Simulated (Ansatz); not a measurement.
# The cluster Be₉H₂₆O₉: one molecule under many settings

Aim: run the cluster Be₉H₂₆O₉ under a spread of inputs, and see what each costs and gives.

Computed with Ansatz 0.2.0, Gaussian basis. Level: the settings change from run to run.

**1. The molecule**

The structure was relaxed beforehand with r2SCAN-D4/def2-SVP, loosely relaxed.

44 atoms, charge 0, spin multiplicity 1.

Atoms are counted from 1 here; the program's logs count them from 0.

Bond lengths: Be1–O10 1.691 Å, Be1–O11 1.660 Å, Be1–O13 1.811 Å, Be1–H19 1.378 Å, Be2–O10 1.605 Å, Be2–O12 1.932 Å, Be2–O14 1.713 Å, Be2–H20 1.373 Å, Be3–O13 1.665 Å, Be3–O14 1.828 Å, Be3–O15 1.763 Å, Be3–H21 1.368 Å, Be4–O11 1.598 Å, Be4–O16 1.637 Å, Be4–H23 1.376 Å, Be5–O13 1.568 Å, Be5–O17 1.717 Å, Be5–H24 1.351 Å and more. Angles: O10–Be1–O11 105.0°, O10–Be1–O13 100.2°, O10–Be1–H19 116.5°, O11–Be1–O13 102.7°, O11–Be1–H19 118.6°, O13–Be1–H19 111.3°, O10–Be2–O12 89.4°, O10–Be2–O14 104.7°, O10–Be2–H20 130.5°, O12–Be2–O14 106.8°, O12–Be2–H20 105.9°, O14–Be2–H20 114.5°, O13–Be3–O14 85.7°, O13–Be3–O15 103.9°, O13–Be3–H21 133.9°, O14–Be3–O15 101.8°, O14–Be3–H21 120.2°, O15–Be3–H21 106.4° and more.

**2. HSE06/def2-TZVP**

Set apart from the defaults: density fitting with def2-universal-jkfit, D4 dispersion.

The input, in.yaml:

```yaml
crystal:
  periodic: [false, false, false]
  atoms:
    - {symbol: Be, position_ang: [-1.526738, -2.033715, -0.654394]}
    - {symbol: Be, position_ang: [-1.791701, 0.554030, -1.966285]}
    - {symbol: Be, position_ang: [-1.654897, 0.275866, 0.755278]}
    - {symbol: Be, position_ang: [0.768652, -1.640523, -2.437113]}
    - {symbol: Be, position_ang: [-0.041918, -1.971332, 1.594570]}
    - {symbol: Be, position_ang: [0.455303, 0.006226, -0.221546]}
    - {symbol: Be, position_ang: [0.502861, 1.956106, 1.926709]}
    - {symbol: Be, position_ang: [1.847756, 0.136769, 2.475107]}
    - {symbol: Be, position_ang: [-0.245590, 0.391887, 3.479228]}
    - {symbol: O, position_ang: [-2.402740, -0.850135, -1.486117]}
    - {symbol: O, position_ang: [-0.349807, -2.525530, -1.717272]}
    - {symbol: O, position_ang: [-0.636412, -0.390166, -3.194195]}
    - {symbol: O, position_ang: [-0.605697, -0.992788, 0.507140]}
    - {symbol: O, position_ang: [-0.811075, 1.069580, -0.659322]}
    - {symbol: O, position_ang: [-0.956790, 1.139728, 2.123827]}
    - {symbol: O, position_ang: [1.365572, -0.542245, -1.380125]}
    - {symbol: O, position_ang: [0.586170, -0.963755, 2.835099]}
    - {symbol: O, position_ang: [1.380053, 0.814541, 0.960758]}
    - {symbol: H, position_ang: [-2.262189, -2.993513, 0.006743]}
    - {symbol: H, position_ang: [-2.359157, 1.573595, -2.690675]}
    - {symbol: H, position_ang: [-3.012587, 0.372136, 0.889806]}
    - {symbol: H, position_ang: [-2.092720, 3.687648, 0.936317]}
    - {symbol: H, position_ang: [1.568594, -2.026183, -3.487588]}
    - {symbol: H, position_ang: [0.288654, -3.268844, 1.770825]}
    - {symbol: H, position_ang: [3.415556, -2.059652, 0.702353]}
    - {symbol: H, position_ang: [-0.353839, 3.952751, -1.551421]}
    - {symbol: H, position_ang: [0.627872, 3.281079, 1.672925]}
    - {symbol: H, position_ang: [4.217050, -0.298207, -2.398584]}
    - {symbol: H, position_ang: [3.147545, -0.055959, 2.780631]}
    - {symbol: H, position_ang: [-0.756609, 0.411974, 4.726962]}
    - {symbol: H, position_ang: [1.090916, 1.312039, 3.248831]}
    - {symbol: H, position_ang: [-3.317477, -0.835189, -1.168948]}
    - {symbol: H, position_ang: [-2.765993, 3.348974, 0.831972]}
    - {symbol: H, position_ang: [-0.264585, -3.486293, -1.760614]}
    - {symbol: H, position_ang: [2.833695, -2.321857, 0.291649]}
    - {symbol: H, position_ang: [-1.296940, -1.046538, -3.493786]}
    - {symbol: H, position_ang: [-0.353222, 0.110538, -3.977297]}
    - {symbol: H, position_ang: [-0.877943, 3.579017, -1.958688]}
    - {symbol: H, position_ang: [-0.710522, 2.037239, -0.697541]}
    - {symbol: H, position_ang: [-1.697531, 1.706906, 2.407137]}
    - {symbol: H, position_ang: [3.765403, -0.795634, -2.756240]}
    - {symbol: H, position_ang: [2.287361, -0.312330, -1.549243]}
    - {symbol: H, position_ang: [0.878414, -1.570067, 3.541283]}
    - {symbol: H, position_ang: [2.165653, 1.246526, 0.583743]}
basis:
  gaussian: {orbitals: def2-TZVP, fitting: {mean_field: def2-universal-jkfit}}
hamiltonian: {xc: {name: HSE06}, dispersion: d4}
scf: {omitted_lower_state_checks: [starts]}
output: {forces: true}
```

Command:

```sh
$ ansatz run in.yaml --threads 2 --pin off --events-out ev --progress --plain --max-ram 22528MiB --backend cuda --devices 0, --max-vram 18GiB
```

Standard output, shortened:

```text
Functional definition: HSE06
  name "HSE06"
  cite "Heyd, Scuseria & Ernzerhof, J. Chem. Phys. 118, 8207 (2003) doi:10.1063/1.1564060"
  cite "Krukau, Vydrov, Izmaylov & Scuseria, J. Chem. Phys. 125, 224106 (2006) doi:10.1063/1.2404663"
  cite "Heyd & Scuseria, J. Chem. Phys. 120, 7274 (2004) doi:10.1063/1.1668634"
  cite "Ernzerhof & Perdew, J. Chem. Phys. 109, 3313 (1998) doi:10.1063/1.476928"
  cite "Perdew, Burke & Ernzerhof, Phys. Rev. Lett. 77, 3865 (1996) doi:10.1103/PhysRevLett.77.3865"
  parent pbe
[...]
  # The whole range is PBE's own exchange, as in plane waves. The composition of these papers is wPBEh.
[...]
1620 factors; integrals over basis functions are off by at most 3.2e0 eV
1620 factors; integrals over basis functions are off by at most 1.8e-7 eV
[...]
mean field -22459.40888553 eV, -825.3680530093 hartree, gradient 7.0e-5 eV, S^2 0.000000; 0 other end points of the search recorded, 0 dependent functions left out
[...]
reference -22459.40900490 eV, -825.3680573958 hartree; 67, 67 occupied and 539, 539 virtual orbitals, 1620 factors
Total energy: -22460.76089867 eV, -825.4177385757 hartree
Atom 0 at    -1.526738    -2.033715    -0.654394 Å, force     0.147673     0.270977    -0.353019 eV/Å
Atom 1 at    -1.791701     0.554030    -1.966285 Å, force     0.001626    -0.383805     0.345701 eV/Å
Atom 2 at    -1.654897     0.275866     0.755278 Å, force     0.580999    -0.036756    -0.150584 eV/Å
[...]
Atom 28 at     3.147545    -0.055959     2.780631 Å, force    -0.032370    -0.012365    -0.016047 eV/Å
Atom 29 at    -0.756609     0.411974     4.726962 Å, force    -0.000059    -0.006805    -0.054934 eV/Å
Atom 30 at     1.090916     1.312039     3.248831 Å, force     0.049697     0.034768     0.020083 eV/Å
Atom 31 at    -3.317477    -0.835189    -1.168948 Å, force     0.489496     0.029830    -0.121130 eV/Å
Atom 32 at    -2.765993     3.348974     0.831972 Å, force     0.392358     0.179361     0.041802 eV/Å
Atom 33 at    -0.264585    -3.486293    -1.760614 Å, force    -0.050892     0.494480     0.009970 eV/Å
Atom 34 at     2.833695    -2.321857     0.291649 Å, force     0.324449     0.123729     0.211856 eV/Å
Atom 35 at    -1.296940    -1.046538    -3.493786 Å, force     0.254083     0.235634     0.168361 eV/Å
Atom 36 at    -0.353222     0.110538    -3.977297 Å, force    -0.088129    -0.150378     0.318595 eV/Å
Atom 37 at    -0.877943     3.579017    -1.958688 Å, force     0.270164     0.219715     0.195475 eV/Å
Atom 38 at    -0.710522     2.037239    -0.697541 Å, force    -0.029518    -0.514735     0.001454 eV/Å
Atom 39 at    -1.697531     1.706906     2.407137 Å, force     0.374016    -0.294562    -0.145391 eV/Å
Atom 40 at     3.765403    -0.795634    -2.756240 Å, force     0.245231     0.243729     0.155097 eV/Å
Atom 41 at     2.287361    -0.312330    -1.549243 Å, force    -0.434782    -0.113103     0.089173 eV/Å
Atom 42 at     0.878414    -1.570067     3.541283 Å, force    -0.140943     0.310521    -0.362775 eV/Å
Atom 43 at     2.165653     1.246526     0.583743 Å, force    -0.386324    -0.206499     0.212255 eV/Å
Dipole moment:     0.572847     0.604769    -0.778710 e Å
Checks for a lower state left out: starts
```

Wall time 7 s (1 × H100 (card shared with other runs) with 2 threads of AMD EPYC 7R13, shared host); peak host memory 1.2 GiB.

Largest force 0.701 eV/Å, dipole 5.48 D.

**3. BLYP/def2-TZVP**

This run has density fitting with def2-universal-jkfit, D4 dispersion.

Edit in.yaml of step 2 so:

```diff
@@ -49,3 +49,3 @@
   gaussian: {orbitals: def2-TZVP, fitting: {mean_field: def2-universal-jkfit}}
-hamiltonian: {xc: {name: HSE06}, dispersion: d4}
+hamiltonian: {xc: {name: BLYP}, dispersion: d4}
 scf: {omitted_lower_state_checks: [starts]}
```

The command is unchanged.

Standard output, shortened:

```text
Functional definition: BLYP
  name "BLYP"
  cite "Becke, Phys. Rev. A 38, 3098 (1988) doi:10.1103/PhysRevA.38.3098"
  cite "Lee, Yang & Parr, Phys. Rev. B 37, 785 (1988) doi:10.1103/PhysRevB.37.785"
[...]
1620 factors; integrals over basis functions are off by at most 3.2e0 eV
[...]
mean field -22481.15233249 eV, -826.1671099466 hartree, gradient 2.4e-5 eV, S^2 0.000000; 0 other end points of the search recorded, 0 dependent functions left out
[...]
reference -22481.15311615 eV, -826.1671387456 hartree; 67, 67 occupied and 539, 539 virtual orbitals, 1620 factors
Total energy: -22484.55642255 eV, -826.2922079489 hartree
Atom 0 at    -1.526738    -2.033715    -0.654394 Å, force    -0.051434    -0.011741    -0.208637 eV/Å
Atom 1 at    -1.791701     0.554030    -1.966285 Å, force    -0.143891    -0.104434     0.135803 eV/Å
[...]
Atom 35 at    -1.296940    -1.046538    -3.493786 Å, force    -0.131445    -0.144527    -0.025740 eV/Å
Atom 36 at    -0.353222     0.110538    -3.977297 Å, force     0.088727     0.153223    -0.149072 eV/Å
Atom 37 at    -0.877943     3.579017    -1.958688 Å, force     0.246913     0.201980     0.176124 eV/Å
Atom 38 at    -0.710522     2.037239    -0.697541 Å, force     0.034479     0.014983    -0.021200 eV/Å
Atom 39 at    -1.697531     1.706906     2.407137 Å, force    -0.028654     0.006080     0.004260 eV/Å
Atom 40 at     3.765403    -0.795634    -2.756240 Å, force     0.221536     0.217469     0.135329 eV/Å
Atom 41 at     2.287361    -0.312330    -1.549243 Å, force     0.087237     0.021809    -0.002143 eV/Å
Atom 42 at     0.878414    -1.570067     3.541283 Å, force     0.015724    -0.029825     0.025678 eV/Å
Atom 43 at     2.165653     1.246526     0.583743 Å, force     0.045570     0.028390    -0.001832 eV/Å
Dipole moment:     0.566080     0.598769    -0.777632 e Å
Checks for a lower state left out: starts
```

Run time: 4.5 s. Hardware: 1 × H100 (card shared with other runs) with 2 threads of AMD EPYC 7R13, shared host.

Largest force 0.505 eV/Å, dipole 5.44 D.

**4. B3LYP5/6-31G**

Options: charge -1, multiplicity 2, restricted open-shell orbitals, relativity set to scalar, high accuracy.

Edit in.yaml of step 3 so:

```diff
@@ -48,5 +48,7 @@
 basis:
-  gaussian: {orbitals: def2-TZVP, fitting: {mean_field: def2-universal-jkfit}}
-hamiltonian: {xc: {name: BLYP}, dispersion: d4}
-scf: {omitted_lower_state_checks: [starts]}
+  gaussian: {orbitals: 6-31G}
+total_charge: -1
+magnetization: {spin_polarized: false, initial_magnetization: 1}
+hamiltonian: {xc: {name: B3LYP5}, pseudopotentials: {relativity: scalar}}
+accuracy: high
 output: {forces: true}
```

Launched as before.

Standard output, shortened:

```text
Functional definition: B3LYP5
  name "B3LYP5"
  cite "Stephens, Devlin, Chabalowski & Frisch, J. Phys. Chem. 98, 11623 (1994) doi:10.1021/j100096a001"
  cite "Becke, Phys. Rev. A 38, 3098 (1988) doi:10.1103/PhysRevA.38.3098"
  cite "Lee, Yang & Parr, Phys. Rev. B 37, 785 (1988) doi:10.1103/PhysRevB.37.785"
  cite "Vosko, Wilk & Nusair, Can. J. Phys. 58, 1200 (1980) doi:10.1139/p80-159"
[...]
5982 factors; integrals over basis functions are off by at most 1.4e-8 eV
[...]
mean field -22475.69192356 eV, -825.9664436195 hartree, gradient 3.3e-8 eV, S^2 0.750000; 12 other end points of the search recorded, 0 dependent functions left out
[...]
reference -22475.69200373 eV, -825.9664465657 hartree; 68, 67 occupied and 146, 147 virtual orbitals, 5982 factors
Total energy: -22475.69200373 eV, -825.9664465657 hartree
Relativity: scalar
[...]
Atom 34 at     2.833695    -2.321857     0.291649 Å, force     0.472154     0.204601     0.287408 eV/Å
Atom 35 at    -1.296940    -1.046538    -3.493786 Å, force    -0.788874    -0.912611    -0.136167 eV/Å
Atom 36 at    -0.353222     0.110538    -3.977297 Å, force     0.721432     1.003647    -0.946300 eV/Å
Atom 37 at    -0.877943     3.579017    -1.958688 Å, force     0.354798     0.374910     0.240370 eV/Å
Atom 38 at    -0.710522     2.037239    -0.697541 Å, force     0.289178     0.000686     0.049039 eV/Å
Atom 39 at    -1.697531     1.706906     2.407137 Å, force    -0.062354    -0.021627    -0.043327 eV/Å
Atom 40 at     3.765403    -0.795634    -2.756240 Å, force     0.416033     0.277715     0.140158 eV/Å
Atom 41 at     2.287361    -0.312330    -1.549243 Å, force     0.248337     0.424276     0.306207 eV/Å
Atom 42 at     0.878414    -1.570067     3.541283 Å, force     0.020786    -0.080798     0.021935 eV/Å
Atom 43 at     2.165653     1.246526     0.583743 Å, force     1.389495     0.710223    -0.880412 eV/Å
Dipole moment:    -0.113607     0.308534    -0.580635 e Å
```

Run time: 36 s. Hardware: 1 × H100 (card shared with other runs) with 2 threads of AMD EPYC 7R13, shared host; peak host memory 1.9 GiB.

Largest force 2.165 eV/Å.

**5. wB97/def2-SVPD**

Options: unrestricted orbitals, atoms shaken by 0.15 Å, density fitting with def2-universal-jkfit, the search for lower states set to off.

The input, in.yaml:

```yaml
crystal:
  periodic: [false, false, false]
  atoms:
    - {symbol: Be, position_ang: [-1.702425, -2.031220, -0.722414]}
    - {symbol: Be, position_ang: [-1.880538, 0.312787, -1.642454]}
    - {symbol: Be, position_ang: [-1.652062, 0.161007, 0.999958]}
    - {symbol: Be, position_ang: [0.880165, -1.708540, -2.498069]}
    - {symbol: Be, position_ang: [-0.048087, -1.800876, 1.654035]}
    - {symbol: Be, position_ang: [0.526650, -0.078336, -0.181865]}
    - {symbol: Be, position_ang: [0.641209, 2.009881, 1.871964]}
    - {symbol: Be, position_ang: [1.952749, 0.019984, 2.579812]}
    - {symbol: Be, position_ang: [-0.028722, 0.556450, 3.487096]}
    - {symbol: O, position_ang: [-2.308287, -0.648792, -1.372148]}
    - {symbol: O, position_ang: [-0.363572, -2.449055, -1.729894]}
    - {symbol: O, position_ang: [-0.547347, -0.444943, -3.502496]}
    - {symbol: O, position_ang: [-0.743571, -1.095137, 0.800687]}
    - {symbol: O, position_ang: [-0.826038, 0.898748, -0.650905]}
    - {symbol: O, position_ang: [-0.864671, 1.070856, 2.166559]}
    - {symbol: O, position_ang: [1.299015, -0.602100, -1.727732]}
    - {symbol: O, position_ang: [0.542026, -0.908068, 2.813467]}
    - {symbol: O, position_ang: [1.099981, 1.013319, 0.967821]}
    - {symbol: H, position_ang: [-2.351981, -3.048387, 0.293668]}
    - {symbol: H, position_ang: [-2.295751, 1.520123, -2.728943]}
    - {symbol: H, position_ang: [-2.892699, 0.499041, 0.987559]}
    - {symbol: H, position_ang: [-2.200822, 3.497491, 0.863785]}
    - {symbol: H, position_ang: [1.743363, -2.321124, -3.462739]}
    - {symbol: H, position_ang: [0.332652, -3.428788, 1.902835]}
    - {symbol: H, position_ang: [3.665665, -1.879382, 0.794012]}
    - {symbol: H, position_ang: [-0.293829, 3.873086, -1.428884]}
    - {symbol: H, position_ang: [0.634323, 3.244063, 1.724084]}
    - {symbol: H, position_ang: [4.167627, -0.307239, -2.671916]}
    - {symbol: H, position_ang: [2.950991, -0.143724, 2.712532]}
    - {symbol: H, position_ang: [-0.633096, 0.162555, 4.876673]}
    - {symbol: H, position_ang: [1.517784, 1.396532, 3.300467]}
    - {symbol: H, position_ang: [-3.250300, -0.786587, -1.193209]}
    - {symbol: H, position_ang: [-2.766356, 3.439988, 0.685280]}
    - {symbol: H, position_ang: [0.002288, -3.271344, -2.072025]}
    - {symbol: H, position_ang: [2.942835, -1.921029, 0.326040]}
    - {symbol: H, position_ang: [-1.398906, -0.994145, -3.584044]}
    - {symbol: H, position_ang: [-0.481199, 0.174407, -4.224003]}
    - {symbol: H, position_ang: [-0.793384, 3.376629, -1.811550]}
    - {symbol: H, position_ang: [-0.782216, 1.969765, -1.081893]}
    - {symbol: H, position_ang: [-1.680718, 1.618508, 2.320938]}
    - {symbol: H, position_ang: [3.732504, -0.807448, -2.933879]}
    - {symbol: H, position_ang: [2.282439, -0.487666, -1.645787]}
    - {symbol: H, position_ang: [0.783542, -1.504018, 3.467133]}
    - {symbol: H, position_ang: [2.302417, 1.411989, 0.506267]}
basis:
  gaussian: {orbitals: def2-SVPD, fitting: {mean_field: def2-universal-jkfit}}
magnetization: {spin_polarized: true, initial_magnetization: 0}
hamiltonian: {xc: {name: wB97}}
scf: {lower_state_search: off}
output: {forces: true}
```

Same command.

Standard output, shortened:

```text
Functional definition: wB97
  name "wB97"
  cite "Chai & Head-Gordon, J. Chem. Phys. 128, 084106 (2008) doi:10.1063/1.2834918"
  cite "Becke, J. Chem. Phys. 107, 8554 (1997) doi:10.1063/1.475007"
[...]
  # The coefficients of nought are those of the uniform gas.
[...]
      + integral(e_c_pw_opposite_spin*poly(b97_u_opposite, 1, cos1, cos2, cos3, cos4))
[...]
1620 factors; integrals over basis functions are off by at most 3.8e-1 eV
1620 factors; integrals over basis functions are off by at most 2.8e-4 eV
[...]
mean field -22443.44168107 eV, -824.7812690680 hartree, gradient 2.1e-6 eV, S^2 0.000000; 0 other end points of the search recorded, 0 dependent functions left out
[...]
reference -22443.44162395 eV, -824.7812669689 hartree; 67, 67 occupied and 456, 456 virtual orbitals, 1620 factors
Total energy: -22443.44162395 eV, -824.7812669689 hartree
[...]
Atom 36 at    -0.481199     0.174407    -4.224003 Å, force    -0.268831     0.311219    -0.406860 eV/Å
Atom 37 at    -0.793384     3.376629    -1.811550 Å, force     0.648662     0.910179     0.363681 eV/Å
Atom 38 at    -0.782216     1.969765    -1.081893 Å, force     0.097480    -4.630635     2.174811 eV/Å
Atom 39 at    -1.680718     1.618508     2.320938 Å, force     1.138795    -0.346358     0.249167 eV/Å
Atom 40 at     3.732504    -0.807448    -2.933879 Å, force    -1.245107    -1.455107    -0.769266 eV/Å
Atom 41 at     2.282439    -0.487666    -1.645787 Å, force    -1.269454    -0.141815    -0.571344 eV/Å
Atom 42 at     0.783542    -1.504018     3.467133 Å, force     0.660400    -2.261701     2.474320 eV/Å
Atom 43 at     2.302417     1.411989     0.506267 Å, force    -5.371099    -1.651565     2.073101 eV/Å
Dipole moment:     0.850088     0.938514    -0.701326 e Å
Checks for a lower state left out: stability, starts, cluster_reference, orbital_swaps, neighbouring_geometries, increment
```

It took 11 s on 1 × H100 (card shared with other runs) with 2 threads of AMD EPYC 7R13, shared host; peak host memory 1.3 GiB.

Largest force 35.981 eV/Å, dipole 6.95 D, ⟨S²⟩ 0.000.

**6. The runs in one table**

```tsv
level	charge	multiplicity	geometry	functions	energy (eV)	time
HSE06/def2-TZVP	0	1	relaxed	606	-22460.761	7 s
BLYP/def2-TZVP	0	1	relaxed	606	-22484.556	4.5 s
B3LYP5/6-31G	-1	2	relaxed	214	-22475.692	36 s
wB97/def2-SVPD	0	1	shaken	523	-22443.442	11 s
```

**7. Results**

| quantity | value |
| --- | --- |
| runs | 4 |
| quickest | BLYP/def2-TZVP, 4.5 s |
| slowest | B3LYP5/6-31G, 36 s |
| spread of total energies, same state and geometry | 23.8 eV |
| dipole, same state and geometry | 5.44 to 5.48 D |

**Reading.** B3LYP5/6-31G took 8 times as long as BLYP/def2-TZVP. The jobs differ in tasks and options as well as level. Total energies at one charge and spin differ by 24 eV between levels, so only differences within one level mean anything. At the r2SCAN-D4/def2-SVP, loosely relaxed geometry and in the same state, runs without warnings or point charges leave forces up to 0.70 eV/Å (HSE06/def2-TZVP), against 36.0 eV/Å where the atoms were moved.
